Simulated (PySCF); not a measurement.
# C2H5FGeSi: the cost of one run

The runs use PySCF 2.14.0, with density-fitted response routines of our own; the level of theory stands in each step. All values are computed, except where a source is named. Atoms count from 0, in the outputs and in this text.

### Step 1. Starting geometry

10 atoms, charge 0, multiplicity 1; geometry from: PBE0-D3(BJ)/def2-SVP.

Bonds of the start (Å): F0–Ge1 1.74, Ge1–C2 1.90, C2–C3 1.22, C3–Si4 1.84, Ge1–H5 1.53, Ge1–H6 1.53, Si4–H7 1.49, Si4–H8 1.49, Si4–H9 1.49.

### Step 2. Shielding tensors: PBE0/pcSseg-2

What the job is given:

```
{"job": {"kind": "nmr", "xc": "PBE0", "basis": "pcSseg-2", "pop": false}, "charge": 0, "multiplicity": 1}
F      3.239130    -0.923407    -0.238308
Ge     2.383493     0.583599    -0.075621
C      0.556046     0.153300     0.183416
C     -0.627059    -0.111243     0.350724
Si    -2.403912    -0.511479     0.603160
H      2.577939     1.348510    -1.387791
H      2.954461     1.287072     1.158832
H     -3.049074    -0.743709    -0.720544
H     -2.515450    -1.737779     1.443004
H     -3.064631     0.634667     1.290851
```

Level: GIAO PBE0/pcSseg-2 NMR shielding, non-relativistic, gas phase.

Command:

```sh
OMP_NUM_THREADS=1 python probes_run.py task.json out
```

The driver reads the jobs from task.json and runs them one after another.

Q: Estimate the wall time and peak memory of this first job on 1 thread of Arm Neoverse V2, shared host.

About 33 s, with a peak of 1.1 GiB.
